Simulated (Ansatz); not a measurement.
# FH5W: the cost of one run

Method: RKS B3LYP-D4/def2-mTZVP, in Ansatz 0.2.0.

## Step 1: The structure to begin with

Bond lengths: W1–F2 1.850 Å, W1–H3 1.720 Å, W1–H4 1.720 Å, W1–H5 1.720 Å, W1–H6 1.720 Å, W1–H7 1.720 Å. Angles (14 of 15 angles, heavy atoms first): F2–W1–H3 90.0°, F2–W1–H4 90.0°, F2–W1–H5 90.0°, F2–W1–H6 90.0°, F2–W1–H7 180.0°, H3–W1–H4 90.0°, H3–W1–H5 180.0°, H3–W1–H6 90.0°, H3–W1–H7 90.0°, H4–W1–H5 90.0°, H4–W1–H6 180.0°, H4–W1–H7 90.0°, H5–W1–H6 90.0°, H5–W1–H7 90.0°.

As a file:

```xyz
7

W     0.0000    0.0000    0.0000
F     0.0000    0.0000    1.8500
H     1.7200    0.0000    0.0000
H     0.0000    1.7200    0.0000
H    -1.7200    0.0000    0.0000
H     0.0000   -1.7200    0.0000
H     0.0000    0.0000   -1.7200
```

## Step 2: Preparing the start

File input.yaml:

```yaml
crystal:
  periodic: [false, false, false]
  atoms:
    - { symbol: W, position_ang: [0.0, 0.0, 0.0] }
    - { symbol: F, position_ang: [0.0, 0.0, 1.85] }
    - { symbol: H, position_ang: [1.72, 0.0, 0.0] }
    - { symbol: H, position_ang: [0.0, 1.72, 0.0] }
    - { symbol: H, position_ang: [-1.72, 0.0, 0.0] }
    - { symbol: H, position_ang: [0.0, -1.72, 0.0] }
    - { symbol: H, position_ang: [0.0, 0.0, -1.72] }
basis:
  gaussian: { orbitals: def2-mTZVP }
hamiltonian:
  xc: b3lyp
  dispersion: d4
relax:
  f_tol: 0.02
  max_steps: 40
output:
  orbitals: {}
```

Launch:

```console
> ansatz run input.yaml --threads 1 --pin off --max-ram 2048MiB --backend cpu --events-out ev --progress --plain --runs-dir out
```

What time and memory should one allow on 1 thread of Arm Neoverse V2, shared host?

About 85 s, with a peak of 0.13 GiB.
